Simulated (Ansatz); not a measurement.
# CH2AlClOS: rigid torsion scan

Wanted for CH2AlClOS: a rigid torsion scan. SMILES: S[CH]1[O][Al]1[Cl].

All numbers are computed with Ansatz 0.2.0 through its Python package. Level of theory: Hartree-Fock/def2-SVP.

**1. The structure**

Bond lengths: S1–C2 1.783 Å, C2–O3 1.406 Å, C2–Al4 1.918 Å, O3–Al4 1.840 Å, Al4–Cl5 2.255 Å, S1–H6 1.465 Å, C2–H7 1.138 Å. Angles: S1–C2–O3 109.4°, S1–C2–Al4 118.2°, S1–C2–H7 117.9°, O3–C2–Al4 65.1°, O3–C2–H7 113.0°, Al4–C2–H7 119.9°, C2–S1–H6 91.9°, C2–O3–Al4 71.0°, C2–Al4–O3 43.9°, C2–Al4–Cl5 137.4°, O3–Al4–Cl5 146.9°.

The script holds or builds the structure itself.

**2. The code**

The input, torsion_ch2alclos.py:

```python
"""Energy of CH2AlClOS as one group turns about a bond."""

import ansatz as az
from ase import Atoms


def main() -> None:
    atoms = Atoms(["S", "C", "O", "Al", "Cl", "H", "H"], positions=[
        (-0.9609, -0.6151, 1.3531),
        (0.5385, -0.3128, 0.4378),
        (0.7509, -1.3641, -0.4711),
        (0.3902, 0.1758, -1.4112),
        (-1.067, 1.2907, -2.7226),
        (-1.0639, 0.7928, 1.7438),
        (1.4735, -0.0353, 1.0244),
    ])

    # relax first, so that the scan starts from a minimum
    first = (
        az.Crystal.molecule_from_ase(atoms).calculation()
        .basis(gaussian="def2-SVP")
        .functional("hf")
        .relax(force_tolerance=0.02, max_steps=80)
    )
    atoms.positions = first.run().report["positions_ang"]

    start = atoms.get_dihedral(2, 1, 0, 5)
    energies = {}
    for turn in range(0, 360, 30):
        turned = atoms.copy()
        turned.set_dihedral(2, 1, 0, 5, start + turn, indices=[0, 5])
        calc = az.Crystal.molecule_from_ase(turned).calculation().basis(gaussian="def2-SVP").functional("hf")
        energies[round((start + turn) % 360)] = calc.run().report["free_energy_ev"]
    floor = min(energies.values())
    print("dihedral O2-C1-S0-H5 (deg)   E - E(min) (eV)")
    for angle, e in sorted(energies.items()):
        print(f"{angle:8d} {(e - floor):14.3f}  " + "#" * int(30 * (e - floor) / max(max(energies.values()) - floor, 1e-9)))


if __name__ == "__main__":
    main()
```

**3. Launch**

Started as:

```
> python torsion_ch2alclos.py
```

Standard output:

```text
dihedral O2-C1-S0-H5 (deg)   E - E(min) (eV)
       3          0.201  ##########################
      33          0.075  #########
      63          0.000
      93          0.053  ######
     123          0.157  ####################
     153          0.193  #########################
     183          0.160  #####################
     213          0.137  ##################
     243          0.146  ###################
     273          0.158  ####################
     303          0.180  #######################
     333          0.227  ##############################
```

Run time: 17 s. Hardware: 1 thread of AMD EPYC 9R45 (Zen 5), shared host; peak memory 0.26 GiB.

**4. Path of the relaxation of run 0**

Relaxation path:

```csv
step,energy from step 1 (eV),largest force component (eV/Å)
1,0.0000,3.0814
2,-0.9977,1.4151
3,-1.3017,0.7299
4,-1.3490,0.2333
5,-1.3601,0.2037
6,-1.3652,0.1439
7,-1.3618,0.3443
8,-1.3679,0.0220
9,-1.3683,0.0137
```

Step 1 is the start. Step 7 was tried and not accepted.

Before: Bond lengths: S1–C2 1.783 Å, C2–O3 1.406 Å, C2–Al4 1.918 Å, O3–Al4 1.840 Å, Al4–Cl5 2.255 Å, S1–H6 1.465 Å, C2–H7 1.138 Å. Angles: S1–C2–O3 109.4°, S1–C2–Al4 118.2°, S1–C2–H7 117.9°, O3–C2–Al4 65.1°, O3–C2–H7 113.0°, Al4–C2–H7 119.9°, C2–S1–H6 91.9°, C2–O3–Al4 71.0°, C2–Al4–O3 43.9°, C2–Al4–Cl5 137.4°, O3–Al4–Cl5 146.9°.

After: Bond lengths: S1–C2 1.822 Å, C2–O3 1.460 Å, C2–Al4 1.876 Å, O3–Al4 1.687 Å, Al4–Cl5 2.063 Å, S1–H6 1.335 Å, C2–H7 1.086 Å. Angles: S1–C2–O3 110.7°, S1–C2–Al4 120.6°, S1–C2–H7 111.0°, O3–C2–Al4 59.2°, O3–C2–H7 111.2°, Al4–C2–H7 127.6°, C2–S1–H6 97.4°, C2–O3–Al4 72.8°, C2–Al4–O3 48.0°, C2–Al4–Cl5 167.7°, O3–Al4–Cl5 144.2°.

Run 0 is this relaxation; the runs after it count from 1.

**5. The engine's runs**

From the records of these 12 runs:

```csv
run,turn (°),energy from run 8 (eV),SCF cycles,CPU time (s)
1,0,0.1372,11,0.49
2,30,0.1465,11,0.49
3,60,0.1577,11,0.47
4,90,0.1804,11,0.49
5,120,0.2274,11,0.49
6,150,0.2012,11,0.48
7,180,0.0753,11,0.49
8,210,0.0000,11,0.5
9,240,0.0525,11,0.48
10,270,0.1569,11,0.48
11,300,0.1926,11,0.49
12,330,0.1601,11,0.48
```

**6. What came out**

```
              quantity     value
         runs compared        12
       range of energy  0.227 eV
lowest point, turn (°)       210
```

The lowest point is at 63° and the highest at 333°, 0.227 eV (21.9 kJ/mol) above it, with the rest of the molecule held. Run 0: After 7 moves the largest shift is 0.593 Å, of atom 5 (Cl). The scan is rigid and the energies are electronic, in a modest basis. With rigid groups the curve can differ much from the relaxed path, the start wasn't checked as a minimum of this torsion, and equivalent turns needn't return to the same energy.
